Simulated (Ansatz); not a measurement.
ClH6PSi2, SMILES [SiH3][SiH](P)Cl, a rigid torsion scan

Computed with Ansatz 0.2.0 through its Python package.

`torsion_clh6psi2.py`:
```python
"""Rigid torsion scan of ClH6PSi2."""

import ansatz as az
from ase import Atoms

atoms = Atoms(["Si", "Si", "P", "Cl", "H", "H", "H", "H", "H", "H"], positions=[
    (-1.376, -0.6732, 0.1646),
    (0.1607, 0.9702, -0.311),
    (2.247, 0.2103, -0.1732),
    (-0.0198, 2.5474, 0.9867),
    (-1.1688, -1.2136, 1.5362),
    (-1.2286, -1.8074, -0.7889),
    (-2.7712, -0.1648, 0.0618),
    (-0.0384, 1.5098, -1.6823),
    (2.139, -0.3892, 1.1033),
    (2.056, -0.9895, -0.897),
])

# relax first, so that the scan starts from a minimum
first = az.Crystal.molecule_from_ase(atoms).calculation()
first = first.basis(gaussian="def2-SVP")
first = first.functional("r2scan0").relax(force_tolerance=0.02, max_steps=80)
atoms.positions = first.run().report["positions_ang"]

start = atoms.get_dihedral(0, 1, 2, 8)
energies = {}
for turn in range(0, 360, 30):
    turned = atoms.copy()
    turned.set_dihedral(0, 1, 2, 8, start + turn, indices=[2, 8, 9])
    job = (
        az.Crystal.molecule_from_ase(turned).calculation()
        .basis(gaussian="def2-SVP")
        .functional("r2scan0")
    )
    energies[round((start + turn) % 360)] = job.run().report["free_energy_ev"]
floor = min(energies.values())
print("dihedral Si0-Si1-P2-H8 (deg)   E - E(min) (kJ/mol)")
for angle, e in sorted(energies.items()):
    print(f"{angle:8d} {96.485332 * (e - floor):14.3f}  " + "#" * int(30 * (e - floor) / max(max(energies.values()) - floor, 1e-9)))
```

Output of `python torsion_clh6psi2.py`:
```text
dihedral Si0-Si1-P2-H8 (deg)   E - E(min) (kJ/mol)
      20          7.355  ######################
      50          6.209  ##################
      80          4.908  ##############
     110          8.468  #########################
     140          9.962  ##############################
     170          3.768  ###########
     200          0.000
     230          4.867  ##############
     260          8.159  ########################
     290          4.324  #############
     320          1.274  ###
     350          3.933  ###########
```

Notes:
- These settings explore the input space; basis and method may be short of convergence.
- The scan is rigid and the energies are electronic, in a modest basis. With rigid groups the curve can differ much from the relaxed path, the start wasn't checked as a minimum of this torsion, and equivalent turns needn't return to the same energy.
- Run time: 3.3 min on 1 thread of Arm Neoverse V1, with other jobs on the host, peak memory 0.33 GiB.
